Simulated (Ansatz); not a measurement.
# Sb2C: a trial structure relaxed, part 2 of 2

Aim: relax Sb2C from this start, anti-LaI2 type (I4/mmm, No. 139), and see where it ends.

Ansatz 0.2.0; DFT PBE, scalar-relativistic, plane waves, PAW. The steps go on from the part before.

**4. Relaxing cell and atoms (candidate A)**

input.yaml

```yaml
crystal:
  lattice:
    - [-1.5968727395, 1.5968727395, 5.9005506463]
    - [1.5968727395, -1.5968727395, 5.9005506463]
    - [1.5968727395, 1.5968727395, -5.9005506463]
  atoms:
    - { symbol: Sb, position: [0.37876253, 0.37876253, 0.0] }
    - { symbol: Sb, position: [0.62123747, 0.62123747, 0.0] }
    - { symbol: C, position: [0.0, 0.0, 0.0] }
basis:
  ecutwfc: 420
kpoints:
  mp_grid: { grid: [20, 20, 20] }
hamiltonian:
  xc: pbe
scf:
  occupations: { method: gaussian, width: 0.1 }
output:
  forces: true
  stress: true
  eigenvalues: true
relax:
  adjacent_minimum: "off"
  f_tol: 0.01
  max_steps: 80
  cell: { stress_tol: 0.05 }
```

Command:

```
$ ansatz run input.yaml --threads 1 --pin off --max-ram 2560MiB --backend cpu --events-out ev --progress --plain --runs-dir out
```

What it wrote:

```text
Warning: RAYON_NUM_THREADS=1 ignored (pool sized by the plan → 1); use --threads N
basis.fft_grid_basis auto: the FFT boxes are laid along the combinations [[1, 0, 1], [0, 1, 1], [0, 0, 1]] of the cell's own vectors, 3.194, 3.194 and 6.318 Å long. The dense box has 24×24×45 points. Along the cell's own vectors, as sized, it would have 45×45×45, 3.52 times as many. Of the 16 symmetry operations that the crystal satisfies within crystal.symmetry.tolerance (time reversal apart; of a slab, those that keep its plane) the dense box along the cell's own vectors carries 16, and the one as laid loses 12 of those. basis.fft_grid_basis: typed keeps the cell's own vectors: state it where this run's energies or levels are differenced outside the engine with another run's, or held beside a run that keeps those vectors.
Engine: ansatz 0.2.0, x86_64-unknown-linux-gnu
Pseudopotentials: kind: paw
Pseudopotential: Sb, paw, valence charge 15, recommended cutoff 420 eV (normal), Sb.paw.azcp
Pseudopotential: C, paw, valence charge 4, recommended cutoff 420 eV (normal), C.paw.azcp
Functional definition: PBE
  parameter kappa = 0.804
  parameter beta = 0.06672455060314922
  exchange = pbe_x(kappa = kappa, mu = beta*pi^2/3)
  correlation = pbe_c(beta = beta)
Crystal: 3 atoms, lattice volume = 60.186 Å³
Basis set: ecut = 420 eV, 1151 PW (Γ), FFT grids on a1+a3, a2+a3, a3, exchange–correlation on 48×48×90 points (8 copies of the dense FFT grid, shifted against one another)
Bands: 21, of which v1, the nominal top of the filled ones, is band 17 counted from 1 (16 counted from 0)
Symmetry: 16 space group operations
Space group: I4/mmm (ITA 139), of the structure as read, at distance tolerance 3.9e-5 Å
k-points: 641 of 8000
Non-local potential: Sb, projectors of the file, l = 0: 2, l = 1: 2, l = 2: 2, l = 3: 2
Non-local potential: C, projectors of the file, l = 0: 2, l = 1: 2, l = 2: 1
PAW form: soft (Blöchl's): semilocal exchange-correlation on the pseudo side does not see the compensation charge
PAW one-centre angular grid: Sb, 590 points (default); XC on 64 Gauss nodes
PAW one-centre angular grid: C, 110 points (default); XC on 64 Gauss nodes
Initial density: superposition of atomic densities (neutral atoms: chi_scale 0, normalization atom), corrected by the library's trained network
Initial wavefunctions: pseudopotential atomic-orbital guess
Functional: x = pbe(κ = 0.804, μ = 0.2195149727645171), c = pbe(β = 0.06672455060314922)
SCF iter   1: F=—  HF=-13215.457643 eV  |F-HF|=—  |Δ(HF+E_count)|=         —  Δρ=2.80e-3  dr2=6.05e-3  ethr=1.77e-3  ⟨swp⟩=5.6  Hψ=63165  notcnv=0
preconditioner: auto → Kerker (q_TF=auto, 2.481 Å⁻¹)  [metal: Δε(μ)=0.007 eV  Ē_g=8.165 eV  σ=0.100 eV  W_gap=0.04  n_scr=12 (ndim 8)  ℏωp=17.9 eV  f_vac=0.000  D(μ)=1.98/eV (n_scr^D=12)]
SCF iter   2: F=—  HF=-13215.455688 eV  |F-HF|=—  |Δ(HF+E_count)|=   1.95e-3  Δρ=1.68e-3  dr2=2.80e-3  ethr=1.78e-5  ⟨swp⟩=2.3  Hψ=27823  notcnv=0
SCF iter   3: F=—  HF=-13215.455204 eV  |F-HF|=—  |Δ(HF+E_count)|=   4.84e-4  Δρ=5.43e-4  dr2=4.00e-4  ethr=8.24e-6  ⟨swp⟩=2.1  Hψ=16222  notcnv=0
SCF iter   4: F=—  HF=-13215.455089 eV  |F-HF|=—  |Δ(HF+E_count)|=   1.15e-4  Δρ=2.56e-4  dr2=6.40e-5  ethr=1.18e-6  ⟨swp⟩=2.7  Hψ=22452  notcnv=0
SCF iter   5: F=—  HF=-13215.455082 eV  |F-HF|=—  |Δ(HF+E_count)|=   7.52e-6  Δρ=7.82e-5  dr2=2.33e-6  ethr=1.88e-7  ⟨swp⟩=2.0  Hψ=24208  notcnv=0
SCF iter   6: F=—  HF=-13215.455081 eV  |F-HF|=—  |Δ(HF+E_count)|=   5.99e-7  Δρ=2.08e-5  dr2=1.92e-7  ethr=6.85e-9  ⟨swp⟩=2.0  Hψ=24095  notcnv=0
SCF iter   7: F=-13215.455081 eV  HF=-13215.455081 eV  |F-HF|=4.04e-10  |Δ(HF+E_count)|=   1.49e-8  Δρ=2.44e-6  dr2=1.97e-9  ethr=2.94e-10  ⟨swp⟩=5.2  Hψ=47055  notcnv=0
SCF 1 converged in 7 iterations: F = -13215.455081 eV  dr2 = 1.97e-9
relax step   1: F+E_penalty+E_count = -13215.45508114 eV  Δ(F+E_penalty+E_count) = +0.000e0 eV  max|allowed force component| = 1.095e-1 eV/Å  Δτ_max = 0.0000 Å  P = +0.502 GPa  Ω = 60.186 Å³  (7 SCF iters, dr2 threshold 1.00e-7 eV, accepted)
Crystal: 3 atoms, lattice volume = 62.671 Å³
Basis set: ecut = 420 eV, 1231 PW (Γ), FFT grids on a1+a3, a2+a3, a3, exchange–correlation on 48×48×90 points (8 copies of the dense FFT grid, shifted against one another)
Initial density: handed on by an earlier stage of this run
Initial wavefunctions: those handed on with the density
iter 1 solved again at ethr=3.31e-5 eV; its pass at ethr=3.10e-3 eV (dr2=1.13e-2 eV) is discarded
SCF iter   1: F=—  HF=-13215.448558 eV  |F-HF|=—  |Δ(HF+E_count)|=         —  Δρ=3.59e-3  dr2=1.22e-2  ethr=3.31e-5  ⟨swp⟩=1.9  Hψ=80087  notcnv=0
preconditioner: auto → Kerker (q_TF=auto, 2.464 Å⁻¹)  [metal: Δε(μ)=0.001 eV  Ē_g=8.099 eV  σ=0.100 eV  W_gap=0.01  n_scr=12 (ndim 8)  ℏωp=17.6 eV  f_vac=0.000  D(μ)=1.89/eV (n_scr^D=12)]
SCF iter   2: F=—  HF=-13215.446494 eV  |F-HF|=—  |Δ(HF+E_count)|=   2.06e-3  Δρ=2.21e-3  dr2=5.10e-3  ethr=3.31e-5  ⟨swp⟩=1.0  Hψ=13461  notcnv=0
SCF iter   3: F=—  HF=-13215.445120 eV  |F-HF|=—  |Δ(HF+E_count)|=   1.37e-3  Δρ=3.11e-4  dr2=2.02e-4  ethr=1.50e-5  ⟨swp⟩=2.1  Hψ=17596  notcnv=0
SCF iter   4: F=—  HF=-13215.445096 eV  |F-HF|=—  |Δ(HF+E_count)|=   2.40e-5  Δρ=1.49e-4  dr2=3.69e-5  ethr=5.93e-7  ⟨swp⟩=2.3  Hψ=18687  notcnv=0
SCF iter   5: F=—  HF=-13215.445092 eV  |F-HF|=—  |Δ(HF+E_count)|=   3.79e-6  Δρ=3.65e-5  dr2=2.04e-6  ethr=1.08e-7  ⟨swp⟩=2.1  Hψ=16896  notcnv=0
SCF iter   6: F=-13215.445092 eV  HF=-13215.445092 eV  |F-HF|=7.79e-10  |Δ(HF+E_count)|=   1.86e-7  Δρ=9.46e-6  dr2=5.41e-8  ethr=8.82e-10  ⟨swp⟩=6.9  Hψ=62304  notcnv=0
SCF 2 converged in 6 iterations: F = -13215.445092 eV  dr2 = 5.41e-8
relax step   2: F+E_penalty+E_count = -13215.44509217 eV  Δ(F+E_penalty+E_count) = +9.989e-3 eV  max|allowed force component| = 3.269e-1 eV/Å  Δτ_max = 0.0581 Å  P = +0.153 GPa  Ω = 62.671 Å³  energy of the carried Pulay correction = -1.709e-3 eV  (6 SCF iters, dr2 threshold 3.00e-7 eV, rejected (line search))
Crystal: 3 atoms, lattice volume = 61.155 Å³
Basis set: ecut = 420 eV, 1199 PW (Γ), FFT grids on a1+a3, a2+a3, a3, exchange–correlation on 48×48×90 points (8 copies of the dense FFT grid, shifted against one another)
iter 1 solved again at ethr=1.49e-5 eV; its pass at ethr=3.10e-3 eV (dr2=5.07e-3 eV) is discarded
SCF iter   1: F=—  HF=-13215.461528 eV  |F-HF|=—  |Δ(HF+E_count)|=         —  Δρ=2.39e-3  dr2=5.31e-3  ethr=1.49e-5  ⟨swp⟩=1.7  Hψ=78487  notcnv=0
preconditioner: auto → Kerker (q_TF=auto, 2.474 Å⁻¹)  [metal: Δε(μ)=0.005 eV  Ē_g=8.100 eV  σ=0.100 eV  W_gap=0.03  n_scr=12 (ndim 8)  ℏωp=17.8 eV  f_vac=0.000  D(μ)=2.01/eV (n_scr^D=12)]
SCF iter   2: F=—  HF=-13215.460772 eV  |F-HF|=—  |Δ(HF+E_count)|=   7.56e-4  Δρ=1.51e-3  dr2=2.35e-3  ethr=1.49e-5  ⟨swp⟩=1.0  Hψ=13461  notcnv=0
SCF iter   3: F=—  HF=-13215.460196 eV  |F-HF|=—  |Δ(HF+E_count)|=   5.76e-4  Δρ=2.00e-4  dr2=7.00e-5  ethr=6.93e-6  ⟨swp⟩=2.1  Hψ=16732  notcnv=0
SCF iter   4: F=—  HF=-13215.460187 eV  |F-HF|=—  |Δ(HF+E_count)|=   9.03e-6  Δρ=9.92e-5  dr2=1.16e-5  ethr=2.06e-7  ⟨swp⟩=2.1  Hψ=18381  notcnv=0
SCF iter   5: F=—  HF=-13215.460184 eV  |F-HF|=—  |Δ(HF+E_count)|=   3.19e-6  Δρ=2.06e-5  dr2=5.21e-7  ethr=3.41e-8  ⟨swp⟩=2.1  Hψ=17996  notcnv=0
SCF iter   6: F=—  HF=-13215.460183 eV  |F-HF|=—  |Δ(HF+E_count)|=   6.02e-7  Δρ=4.56e-6  dr2=1.08e-8  ethr=1.53e-9  ⟨swp⟩=2.2  Hψ=19471  notcnv=0
SCF iter   7: F=—  HF=-13215.460183 eV  |F-HF|=—  |Δ(HF+E_count)|=   4.38e-9  Δρ=1.02e-6  dr2=5.47e-10  ethr=3.18e-11  ⟨swp⟩=2.4  Hψ=20767  notcnv=0
SCF iter   8: F=-13215.460183 eV  HF=-13215.460183 eV  |F-HF|=3.64e-12  |Δ(HF+E_count)|=  2.66e-10  Δρ=2.08e-7  dr2=2.74e-11  ethr=1.00e-12  ⟨swp⟩=4.8  Hψ=66898  notcnv=0
SCF 3 converged in 8 iterations: F = -13215.460183 eV  dr2 = 2.74e-11
relax step   3: F+E_penalty+E_count = -13215.46018316 eV  Δ(F+E_penalty+E_count) = -5.102e-3 eV  max|allowed force component| = 4.295e-2 eV/Å  Δτ_max = 0.0122 Å  P = -0.192 GPa  Ω = 61.155 Å³  energy of the carried Pulay correction = -6.749e-4 eV  (8 SCF iters, accepted)
Crystal: 3 atoms, lattice volume = 61.019 Å³
iter 1 solved again at ethr=8.19e-7 eV; its pass at ethr=3.10e-3 eV (dr2=2.78e-4 eV) is discarded
SCF iter   1: F=—  HF=-13215.460659 eV  |F-HF|=—  |Δ(HF+E_count)|=         —  Δρ=4.47e-4  dr2=3.17e-4  ethr=8.19e-7  ⟨swp⟩=2.0  Hψ=73582  notcnv=0
preconditioner: auto → Kerker (q_TF=auto, 2.475 Å⁻¹)  [metal: Δε(μ)=0.003 eV  Ē_g=8.116 eV  σ=0.100 eV  W_gap=0.02  n_scr=12 (ndim 8)  ℏωp=17.8 eV  f_vac=0.000  D(μ)=1.98/eV (n_scr^D=12)]
SCF iter   2: F=—  HF=-13215.460628 eV  |F-HF|=—  |Δ(HF+E_count)|=   3.11e-5  Δρ=2.35e-4  dr2=9.58e-5  ethr=8.19e-7  ⟨swp⟩=1.0  Hψ=13486  notcnv=0
SCF iter   3: F=—  HF=-13215.460607 eV  |F-HF|=—  |Δ(HF+E_count)|=   2.10e-5  Δρ=3.39e-5  dr2=2.13e-6  ethr=2.82e-7  ⟨swp⟩=1.7  Hψ=14095  notcnv=0
iter 4 did not close the SCF: its close was put off for the readings that it lacked (scf_convergence_deferred on its scf_iter line)
SCF iter   4: F=-13215.460606 eV  HF=-13215.460606 eV  |F-HF|=8.37e-8  |Δ(HF+E_count)|=   4.44e-7  Δρ=1.16e-5  dr2=1.54e-7  ethr=6.25e-9  ⟨swp⟩=2.1  Hψ=16707  notcnv=0
iter 5 did not close the SCF: its close was put off for the readings that it lacked (scf_convergence_deferred on its scf_iter line)
SCF iter   5: F=-13215.460606 eV  HF=-13215.460606 eV  |F-HF|=1.29e-8  |Δ(HF+E_count)|=   3.53e-8  Δρ=4.80e-6  dr2=2.67e-8  ethr=4.54e-10  ⟨swp⟩=2.2  Hψ=24526  notcnv=0
SCF iter   6: F=-13215.460606 eV  HF=-13215.460606 eV  |F-HF|=1.05e-9  |Δ(HF+E_count)|=   4.81e-9  Δρ=1.15e-6  dr2=1.46e-9  ethr=7.84e-11  ⟨swp⟩=2.4  Hψ=36973  notcnv=0
SCF 4 converged in 6 iterations: F = -13215.460606 eV  dr2 = 1.46e-9
relax step   4: F+E_penalty+E_count = -13215.46060641 eV  Δ(F+E_penalty+E_count) = -4.232e-4 eV  max|allowed force component| = 7.106e-4 eV/Å  Δτ_max = 0.0000 Å  P = -0.006 GPa  Ω = 61.019 Å³  energy of the carried Pulay correction = -5.809e-4 eV  (6 SCF iters, dr2 threshold 3.00e-7 eV, accepted)
Initial wavefunctions: pseudopotential atomic-orbital guess (no wavefunctions were taken with the density)
iter 1 solved again at ethr=1.41e-7 eV; its pass at ethr=3.10e-3 eV (dr2=4.79e-5 eV) is discarded
SCF iter   1: F=—  HF=-13215.461237 eV  |F-HF|=—  |Δ(HF+E_count)|=         —  Δρ=4.02e-5  dr2=2.86e-7  ethr=1.41e-7  ⟨swp⟩=2.7  Hψ=94342  notcnv=0
preconditioner: auto → Kerker (q_TF=auto, 2.475 Å⁻¹)  [metal: Δε(μ)=0.002 eV  Ē_g=8.116 eV  σ=0.100 eV  W_gap=0.01  n_scr=12 (ndim 8)  ℏωp=17.8 eV  f_vac=0.000  D(μ)=1.99/eV (n_scr^D=12)]
SCF iter   2: F=—  HF=-13215.461231 eV  |F-HF|=—  |Δ(HF+E_count)|=   6.25e-6  Δρ=2.15e-5  dr2=7.71e-8  ethr=8.42e-10  ⟨swp⟩=2.7  Hψ=24153  notcnv=0
SCF iter   3: F=—  HF=-13215.461231 eV  |F-HF|=—  |Δ(HF+E_count)|=   1.56e-7  Δρ=1.41e-6  dr2=4.72e-10  ethr=2.27e-10  ⟨swp⟩=2.0  Hψ=17961  notcnv=0
SCF iter   4: F=—  HF=-13215.461231 eV  |F-HF|=—  |Δ(HF+E_count)|=  2.00e-10  Δρ=6.10e-7  dr2=8.86e-11  ethr=1.39e-12  ⟨swp⟩=2.1  Hψ=24271  notcnv=0
iter 5 did not close the SCF: its close was put off for the readings that it lacked (scf_convergence_deferred on its scf_iter line)
SCF iter   5: F=-13215.461231 eV  HF=-13215.461231 eV  |F-HF|=1.82e-12  |Δ(HF+E_count)|=  8.37e-11  Δρ=9.06e-8  dr2=6.71e-12  ethr=1.00e-12  ⟨swp⟩=1.8  Hψ=15707  notcnv=0
SCF iter   6: F=-13215.461231 eV  HF=-13215.461231 eV  |F-HF|=3.64e-12  |Δ(HF+E_count)|=  1.82e-12  Δρ=2.85e-8  dr2=7.49e-13  ethr=1.00e-12  ⟨swp⟩=4.0  Hψ=54028  notcnv=0
SCF 5 converged in 6 iterations: F = -13215.461231 eV  dr2 = 7.49e-13
relax step   5: F+E_penalty+E_count = -13215.46123128 eV  Δ(F+E_penalty+E_count) = -6.249e-4 eV  max|allowed force component| = 8.169e-4 eV/Å  Δτ_max = 0.0000 Å  P = +0.003 GPa  Ω = 61.019 Å³  stress off target by 3.08e-2 GPa  SCF on the basis re-selected at this cell (its energy is not comparable with the rows above)  (6 SCF iters)
basis re-selected at this cell: Δ(F+E_penalty+E_count) = -6.249e-4 eV, ΔP = +0.009 GPa vs the last step (what re-selecting the basis moved, of the pressure what is left beyond the Pulay correction that the steps carried, after the strain that the cell walked since its last selection, with what the two solves' SCF thresholds leave and, on support functions, any second-order correction that the steps lacked; it is no measure of the basis error at this ecutwfc). This SCF's stress stands 3.08e-2 GPa from its target on what of the cell is left free (relax.cell.stress_tol is 5.00e-2 GPa) and its largest allowed force component is 8.17e-4 eV/Å (relax.f_tol is 1.00e-2 eV/Å): within both
SCF converged after 6 iterations
Free energy (F): -13215.461231 eV
Harris-Foulkes:  -13215.461231 eV  (|F-HF|=3.64e-12)
Internal energy: -13215.451296 eV  (E = F + TS)
E sigma→0 (E₀):  -13215.456263 eV
Entropy (-TS):   -0.009936 eV (-3.312 meV/atom)
Fermi energy:    11.519481 eV
--- Per-component energies (eV) ---
  E_band       = -279.034850
  E_kinetic    = 493.146876
  E_local      = -3049.432946  (includes V_loc(G=0)·N_el)
  E_nonlocal   = 751.720263
  E_hartree    = 1383.478305
  E_xc         = -323.407726
  E_vxc        = -249.983491  (∫ρ·V_xc dr)
  E_paw        = -9247.285717  (= ΣΔE_a)
  E_vpaw       = -991.442159  (= ΣTr[D̂ρ^β])
  E_aug_tail   = -0.000000  (compensation charges beyond the density's cutoff)
  E_ewald      = -3223.670351
  E_smearing   = -0.009936  (= −TS)
  E_closure    = 0.000000  (closes the sum)
  Σ components = -13215.461231   (vs F -13215.461231, Δ=0.00e0)
--- Forces (eV/Å), atoms counted from 1 ---
  atom   1  Sb     0.00000000     0.00000000    -0.00081691
  atom   2  Sb     0.00000000    -0.00000000     0.00081691
  atom   3  C     -0.00000000     0.00000000     0.00000000
  max |Σ_I F_I| component: 6.94e-18 eV/Å
--- Stress (GPa, compression-positive) ---
        0.019355       0.000000       0.000000
        0.000000       0.019355       0.000000
        0.000000      -0.000000      -0.030813
  P = ⅓ Tr σ = 0.0026 GPa (0.026 kbar)
--- Band table (eV; the first three rows and the last of 641) ---
  k-point 0: bands = ["-18.1084", "-18.0639", "-18.0577", "-17.9732", "-17.9732", "-17.9355", "-17.9273", "-17.9170", "-17.9170", "-17.9103", "-2.9354", "1.3564", "3.4494", "9.2177", "9.9328", "9.9328", "11.6224", "14.5266", "14.5266", "17.2399", "17.5968"]
  k-point 1: bands = ["-18.1070", "-18.0600", "-18.0538", "-17.9745", "-17.9740", "-17.9370", "-17.9288", "-17.9177", "-17.9174", "-17.9085", "-2.8655", "1.4229", "3.4911", "8.5195", "9.7562", "10.7162", "11.4326", "14.0968", "14.5634", "16.9296", "17.3261"]
  k-point 2: bands = ["-18.1029", "-18.0486", "-18.0424", "-17.9782", "-17.9762", "-17.9414", "-17.9333", "-17.9198", "-17.9187", "-17.9037", "-2.6562", "1.6217", "3.6024", "7.6890", "9.2925", "10.9464", "11.7976", "13.1934", "14.6862", "16.4113", "16.5443"]
  k-point 640: bands = ["-18.1075", "-18.0669", "-18.0548", "-17.9823", "-17.9823", "-17.9337", "-17.9291", "-17.9107", "-17.9078", "-17.9078", "-2.6912", "0.0551", "5.6111", "8.8765", "9.8260", "9.8260", "10.9418", "14.9042", "15.6654", "15.6654", "16.3832"]
--- Relaxed structure (4 steps of the walk, 3 accepted, 1 SCFs on fresh bases) ---
  F+E_penalty+E_count = -13215.46123128 eV   max|allowed force component| = 8.169e-4 eV/Å   (the final SCF, on the basis selected at the relaxed cell)
  cell:  # Å, volume = 61.0189 Å³
    - [-1.61274346743792, 1.61274346743792, 5.865082394840513]
    - [1.61274346743792, -1.61274346743792, 5.865082394840513]
    - [1.61274346743792, 1.61274346743792, -5.865082394840513]
  atoms:
    - { symbol: Sb, position: [0.37979667357448604, 0.37979667357448604, -6.70778940623664e-36] }
    - { symbol: Sb, position: [0.6202033264255139, 0.6202033264255139, -4.436816639911195e-35] }
    - { symbol: C, position: [-4.8807512947465306e-20, -4.880751294746529e-20, 6.124541271775797e-36] }
```

Run time: 99 s. Hardware: 1 thread of Intel Xeon 6975P-C (Granite Rapids), shared host; peak memory 0.93 GiB.

The steps of the relaxation:

```
step  energy from step 1 (eV/cell)  largest force component (eV/Å)  pressure (GPa)  volume (Å³)
   1                        0.0000                          0.1095            0.50        60.19
   2                        0.0100                          0.3269            0.15        62.67
   3                       -0.0051                          0.0430           -0.19        61.15
   4                       -0.0055                          0.0007           -0.01        61.02
   5                       -0.0061                          0.0008            0.00        61.02
```

Step 1 is the start. Step 5 repeats the geometry before it on a plane-wave basis chosen anew for that cell, so its energy need not be comparable with the rows above. Step 2 was tried and not accepted.

Lengths and angles in the start's conventional setting:

|  | before | after | change |
| --- | --- | --- | --- |
| a (Å) | 3.194 | 3.225 | +1.0 % |
| b (Å) | 3.194 | 3.225 | +1.0 % |
| c (Å) | 11.801 | 11.730 | -0.6 % |
| volume (Å³/atom) | 20.06 | 20.34 | +1.4 % |
| shortest distance (Å) | 2.673 | 2.681 | +0.3 % |
| space group (0.01 Å) | I4/mmm | I4/mmm | same |

Forces and stress were held to the start's 16 operations: a distortion of lower symmetry was not tested.

**5. What came out**

The summary covers parts 1 to 2.

Formation energies count from the elements, computed with the same settings in runs not shown here.

Rows marked E are candidates relaxed earlier by the same steps.

| candidate | start | space group at the end | atoms | volume (Å³/atom) | energy above the lowest (meV/atom) | gap on the mesh (eV) | formation energy (eV/atom) |
| --- | --- | --- | --- | --- | --- | --- | --- |
| E1 | anti-NiO2 type (C2/m, No. 12) | C2/m | 3 | 20.12 | 0.0 | 0.00 | +1.078 |
| A | anti-LaI2 type (I4/mmm, No. 139) | I4/mmm | 3 | 20.34 | 410.1 | 0.00 | +1.488 |

E1 (C2/m) is lowest, 410 meV/atom under A. Other structures, not tried here, may lie lower. The lowest formation energy here, +1.08 eV/atom, is positive, so the elements lie lower than the structures tried; another structure of the compound can lie lower. The runs treat Sb without spin-orbit coupling.
